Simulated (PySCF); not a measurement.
# ZnCd: the SCF solver's settings

Do solver options change the result for ZnCd, or only the number of cycles?

The runs use PySCF 2.14.0; each script names its method and basis.

2 further runs of the same task are left out: 2 for a known fault of the program.

### Step 1. Where the work starts

ZnCd: 2 atoms, charge 0, spin multiplicity 1.

Bond lengths: Zn1–Cd2 2.590 Å.

### Step 2. Base script

File input.py:

```python
from pyscf import gto, scf

mol = gto.M(
    atom='Zn 0 0 0; Cd 0 0 2.59',
    basis='3-21g',
    charge=0,
    spin=0,
    verbose=4,
)
mf = scf.RHF(mol)
mf.kernel()
mf.analyze()
print('orbital energies (hartree):', mf.mo_energy[..., max(0, mol.nelec[1]-3):mol.nelec[0]+3].round(4))
```

On the command line:

```
OMP_NUM_THREADS=1 python input.py
```

The log of this run is left out.

In short: E(SCF) = -7208.762715 Eh, 9 cycles, μ = 0.24 D.

No relativity is included for the heavy element. The bond length is a typed value, not an optimised one.

### Step 3. Level shift 0.3 hartree

Edit 1 changes level shift: none → 0.3 hartree.

File input.py:

```python
from pyscf import gto, scf

mol = gto.M(
    atom='Zn 0 0 0; Cd 0 0 2.59',
    basis='3-21g',
    charge=0,
    spin=0,
    verbose=4,
)
mf = scf.RHF(mol)
mf.level_shift = 0.3
mf.kernel()
mf.analyze()
print('orbital energies (hartree):', mf.mo_energy[..., max(0, mol.nelec[1]-3):mol.nelec[0]+3].round(4))
```

On the command line:

```
OMP_NUM_THREADS=1 python input.py
```

### Step 4. Point-group symmetry on

Edit 2 changes point-group symmetry: off → on.

input.py: that of step 2 with these lines changed.

```diff
@@ -7,2 +7,3 @@
     spin=0,
+    symmetry=True,
     verbose=4,
```

### Step 5. DIIS space 2

Edit 3 changes DIIS space: default → 2.

input.py: that of step 2 with these lines changed.

```diff
@@ -10,2 +10,3 @@
 mf = scf.RHF(mol)
+mf.diis_space = 2
 mf.kernel()
```

### Step 6. DIIS space 4

Edit 4 changes DIIS space: default → 4.

input.py: that of step 2 with these lines changed.

```diff
@@ -10,2 +10,3 @@
 mf = scf.RHF(mol)
+mf.diis_space = 4
 mf.kernel()
```

### Step 7. Initial guess hcore

Edit 5 changes initial guess: minao → hcore.

input.py: that of step 2 with these lines changed.

```diff
@@ -10,2 +10,3 @@
 mf = scf.RHF(mol)
+mf.init_guess = 'hcore'
 mf.kernel()
```

**Question.** What will these runs give? Wanted: for each run, E(SCF); from base; gap; SCF dipole.

The runs gave:

```csv
run,E(SCF) (hartree),from base (eV),cycles,gap (eV),SCF dipole (D)
base,-7208.762715,0,9,6.14,0.24
level shift 0.3 hartree,-7208.762715,0.0000,15,6.14,0.24
point-group symmetry on,-7208.762715,0.0000,9,6.14,0.24
DIIS space 2,-7208.762715,0.0000,13,6.14,0.24
DIIS space 4,-7208.762715,0.0000,9,6.14,0.24
initial guess hcore,-7208.762715,0.0000,14,6.14,0.24
```

Distance from each run's final energy (log10 hartree) by cycle:

| run | cycle 1 | cycle 2 | cycle 3 | cycle 5 | cycle 8 | cycle 12 |
| --- | --- | --- | --- | --- | --- | --- |
| base | -1.6 | -2.2 | -3.6 | -5.5 | -10.2 | done |
| level shift 0.3 hartree | -1.5 | -2.1 | -2.6 | -3.6 | -5.4 | -7.8 |
| point-group symmetry on | -1.6 | -2.2 | -3.6 | -5.5 | -10.2 | done |
| DIIS space 2 | -1.6 | -2.2 | -3.6 | -5.1 | -7.0 | -9.6 |
| DIIS space 4 | -1.6 | -2.2 | -3.6 | -5.5 | -9.1 | done |
| initial guess hcore | 2.2 | 2.2 | 2.4 | 0.3 | -3.0 | -7.7 |

What this shows: The SCF energy stays the same, to the digits that matter, with level shift 0.3 hartree or point-group symmetry on or DIIS space 2 or DIIS space 4 or initial guess hcore. The base needs 9 cycles and the run with level shift 0.3 hartree needs 15.
